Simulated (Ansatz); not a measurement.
Runs of Ansatz 0.2.0 on LuBe. Symmetry: Pm-3m, No. 221, cubic system. Conventional cell: a = 3.320 Å, b = 3.320 Å, c = 3.320 Å, α = 90.00°, β = 90.00°, γ = 90.00°. Lu (site symmetry m-3m) is surrounded by 8 Be at 2.88 Å. Be (site symmetry m-3m) is surrounded by 8 Lu at 2.88 Å. The cell was built by a generator and needn't be a form met in nature.

```tsv
task	level	cell	cutoff (eV)	points for each segment of the path	gap on the mesh (eV)	pressure (GPa)	relaxed volume (Å³/atom)
relaxation of cell and atoms	revPBE+D3(BJ)	relaxed	420	-	none	0.0	17.37
relaxation of cell and atoms	revPBE+D4	relaxed	420	-	none	0.0	18.23
band structure	revPBE	as given	420	14	none	1.8	-
band structure	PBEsol	as given	420	14	none	(b)	-
band structure	RPBE	as given	420	14	none	2.3	-
band structure	PBE	as given	420	14	none	0.1	-
band structure	BLYP	as given	420	14	none	1.7	-
relaxation of cell and atoms	revPBE	relaxed	420	-	none	0.0	18.77
band structure	r2SCAN	as given	500	14	none	(a)	-
band structure	LDA	as given	420	14	none	-5.4	-
```

Alike in all rows: potentials or basis Ansatz PAW; no spin polarisation; k mesh 8 × 8 × 8; smearing fermi-dirac 0.05 eV.

Problem. Fill in the values left out.

Solution. (a) -0.4; (b) -2.5.

Caveats: the PAW data sets come from PBE, with cores solved anew for the run's functional, which leaves a small shift of forces and pressure (some runs); the potentials were made for another functional, which shifts forces and pressure (some runs); the plane-wave basis is chosen anew once the cell has moved, so the energies of steps on either side of that aren't comparable (some runs); pairwise dispersion overbinds metals, which lowers pressure and volume (some runs).

A k mesh can miss the band edges, and the runs leave out spin-orbit coupling on Lu.

A gap of «none» marks a metal or a gap under the smearing width.

Not every run made on this cell is shown here.
